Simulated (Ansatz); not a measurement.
# HOTi: the cost of one run

Method: def2-TZVPP, core rule «outside noble gas», up to 10 orbitals frozen; program: Ansatz 0.2.0, Gaussian basis.

Plan: UHF; ROHF; CCSD(T) on UHF.

**1. The system**

The geometry is a PBE0/def2-TZVP stationary point (not a proven minimum) of the parent state, kept for this charge and spin.

3 atoms, charge 1, spin multiplicity 5.

Atoms are counted from 1 here; the program's logs count them from 0.

Bond lengths: Ti1–O2 1.702 Å, Ti1–H3 1.852 Å. Angles: O2–Ti1–H3 180.0°.

**2. UHF**

Input file in.yaml:

```yaml
crystal:
  periodic: [false, false, false]
  atoms:
    - {symbol: Ti, position_ang: [0.000000, 0.000000, -0.050233]}
    - {symbol: O, position_ang: [0.000000, 0.000000, -1.751733]}
    - {symbol: H, position_ang: [0.000000, 0.000000, 1.801967]}
basis:
  gaussian: {orbitals: def2-TZVPP}
total_charge: 1
magnetization: {spin_polarized: true, initial_magnetization: 4}
hamiltonian: {xc: hf}
output: {orbitals: {seedname: orbitals}}
```

The run is started by

```console
ansatz run in.yaml --threads 1 --pin off --events-out ev --progress --plain --max-ram 2816MiB --backend cpu
```

Q: Estimate wall time and peak memory on 1 thread of AMD EPYC 7R13, shared host.

About 28 s, with a peak of 0.3 GiB.
